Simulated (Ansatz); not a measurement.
**CH₄Sb radical: one species, many methods**

One table from this session's results is given with a row withheld; the runs are named, their logs left out.

Method: functionals in def2-TZVPP, the program's frozen cores in correlated methods; program: Ansatz 0.2.0, Gaussian basis.

Levels to be run: LDA (SPW92), PBE-D4, revPBE-D4, BLYP-D4, r2SCAN-D4, B97M-V, PBE0-D4, B3LYP-D4, r2SCANh-D4, r2SCAN0-D4, HSE06-D4, BHLYP-D4, CAM-B3LYP-D4, LC-ωPBE, ωB97X-V, ωB97M-V, B2PLYP, PBE-QIDH; CCSD(T)/def2-SVP; CCSD(T)/def2-TZVPP; MP2/def2-QZVPP; extrapolation to the limit; RPA on PBE.

## Structure used throughout

An earlier PBE0-D4 in a triple-zeta def2 set relaxation fixed the geometry. Sb takes the def2 core potential; no spin-orbit term is included.

6 atoms, charge 0, spin multiplicity 2.

Atoms are counted from 1 here; the program's logs count them from 0.

Bond lengths: C1–Sb2 2.162 Å, C1–H3 1.090 Å, C1–H4 1.090 Å, C1–H5 1.090 Å, Sb2–H6 1.716 Å. Angles: Sb2–C1–H3 109.9°, Sb2–C1–H4 109.1°, Sb2–C1–H5 109.9°, H3–C1–H4 109.4°, H3–C1–H5 109.1°, H4–C1–H5 109.4°, C1–Sb2–H6 92.8°.

The first run:

in.yaml

```yaml
crystal:
  periodic: [false, false, false]
  atoms:
    - {symbol: C, position_ang: [-0.222185, -0.364175, -0.463906]}
    - {symbol: Sb, position_ang: [0.247875, 0.031096, 1.609117]}
    - {symbol: H, position_ang: [-0.906475, 0.396423, -0.840592]}
    - {symbol: H, position_ang: [-0.691102, -1.344515, -0.542049]}
    - {symbol: H, position_ang: [0.690231, -0.349616, -1.060466]}
    - {symbol: H, position_ang: [0.923958, 1.566786, 1.251594]}
basis:
  gaussian: {orbitals: def2-TZVPP}
magnetization: {spin_polarized: true, initial_magnetization: 1}
hamiltonian: {xc: lda}
output: {orbitals: {seedname: orbitals}}
```

Steps of the session up to this table: LDA; PBE-D4 (GGA); revPBE-D4 (GGA); BLYP-D4 (GGA); r2SCAN-D4 (meta-GGA); B97M-V (meta-GGA); PBE0-D4 (hybrid); B3LYP-D4 (hybrid); r2SCANh-D4 (hybrid); r2SCAN0-D4 (hybrid); HSE06-D4 (hybrid); BHLYP-D4 (hybrid); CAM-B3LYP-D4 (range-separated); LC-ωPBE-D4 (range-separated; the results give it without D4); ωB97X-V (range-separated); ωB97M-V (range-separated); B2PLYP (double hybrid); PBE-QIDH (double hybrid).

One table of the session follows, with a row left open; its other results are not shown here.

It belongs to the step «Orbital energies across the functionals». 

| functional | HOMO (eV) | LUMO (eV) | gap (eV) |
| --- | --- | --- | --- |
| LDA (SPW92) | -4.88 | -3.96 | 0.92 |
| PBE-D4 | ? | ? | ? |
| revPBE-D4 | -4.84 | -3.43 | 1.41 |
| BLYP-D4 | -4.63 | -3.61 | 1.02 |
| r2SCAN-D4 | -5.23 | -3.17 | 2.06 |
| B97M-V | -5.03 | -3.61 | 1.42 |
| PBE0-D4 | -5.91 | -2.68 | 3.23 |
| B3LYP-D4 | -5.61 | -3.08 | 2.53 |
| r2SCANh-D4 | -5.61 | -2.87 | 2.74 |
| r2SCAN0-D4 | -6.18 | -2.41 | 3.77 |
| HSE06-D4 | -5.52 | -3.05 | 2.47 |
| BHLYP-D4 | -6.72 | -1.93 | 4.78 |
| CAM-B3LYP-D4 | -7.05 | -1.81 | 5.24 |
| LC-ωPBE | -8.46 | -0.43 | 8.03 |
| ωB97X-V | -7.95 | -0.88 | 7.07 |
| ωB97M-V | -7.87 | -0.99 | 6.88 |

Estimate the missing values for PBE-D4.

The run gave: HOMO (eV): -4.86; LUMO (eV): -3.56; gap (eV): 1.29. In the column «HOMO (eV)» it lies between LDA (SPW92) (-4.88) and revPBE-D4 (-4.84).
